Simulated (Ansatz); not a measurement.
# GaP: properties at the relaxed cell

The task here is to estimate one member of a computed series from the others.

Method: DFT HSE06, scalar-relativistic, plane waves, PAW, in Ansatz 0.2.0.

1 further run of the same task is left out (set aside as unsound or not needed).

### Starting point

It takes space group F-43m (No. 216, cubic). Conventional cell: a = 5.465 Å, b = 5.465 Å, c = 5.465 Å, α = 90.00°, β = 90.00°, γ = 90.00°. Around Ga (site symmetry -43m) lie 4 P at 2.37 Å. Around P (site symmetry -43m) lie 4 Ga at 2.37 Å.

Coordinates:

```
Ga P
1.0
     0.00000    2.73273    2.73273
     2.73273    0.00000    2.73273
     2.73273    2.73273    0.00000
Ga P
1 1
Direct
  0.00000 0.00000 0.00000
  0.25000 0.25000 0.25000
```

It is the result of an earlier relaxation at this level (volume 20.41 Å³/atom; gap on the mesh: 2.31 eV).

Set-up of the first run:

File input.yaml:

```yaml
crystal:
  lattice:
    - [0.0, 2.705128384, 2.705128384]
    - [2.705128384, 0.0, 2.705128384]
    - [2.705128384, 2.705128384, 0.0]
  atoms:
    - { symbol: Ga, position: [0.0, 0.0, 0.0] }
    - { symbol: P, position: [0.25, 0.25, 0.25] }
basis:
  ecutwfc: 420
kpoints:
  mp_grid: { grid: [6, 6, 6] }
hamiltonian:
  xc: hse06
scf:
  occupations: { method: gaussian, width: 0.02 }
output:
  forces: true
  stress: true
  eigenvalues: true
```

The run is started by

```bash
> ansatz run input.yaml --threads 4 --pin off --max-ram 10240MiB --backend cpu --events-out ev --progress --plain --runs-dir out
```

Among the steps run: Point at V/V0 = 0.97; The cell scaled to 1.03 of its volume; Volume × 0.94; Volume × 1.06.

One table of the session follows, with a row left open; its other results are not shown here.

It belongs to the step «Energy against volume». 

| volume (Å³/atom) | energy above the lowest point (meV/atom) | pressure (GPa) | gap on the mesh (eV) |
| --- | --- | --- | --- |
| 19.183 | 22.5 | 6.21 | 2.17 |
| 19.795 | 5.3 | 2.86 | 2.24 |
| 20.408 | 0.0 | 0.00 | 2.31 |
| 21.020 | ? | ? | ? |
| 21.632 | 18.2 | -4.51 | 2.20 |

**Question.** Estimate the row for volume (Å³/atom) = 21.020.

Worked estimate for «energy above the lowest point (meV/atom)». A straight line through the neighbours (20.408, 0.0) and (21.632, 18.2) gives 0.0 + (18.2 − 0.0) × (21.020 − 20.408) / (21.632 − 20.408) = 9.1; a parabola fitted to 3 rows on both sides gives 4.3.

**Answer.** energy above the lowest point (meV/atom): 4.8; pressure (GPa): -2.44; gap on the mesh (eV): 2.36. In «energy above the lowest point (meV/atom)» the line misses by +4.3 and the parabola by -0.5.

Limits of these values: The gap on the mesh goes from 2.17 eV at the smallest volume to 2.20 eV at the largest, through a peak of 2.36 eV between. Warnings in the runs' records: stress exchange threshold loose, stress scf threshold loose.
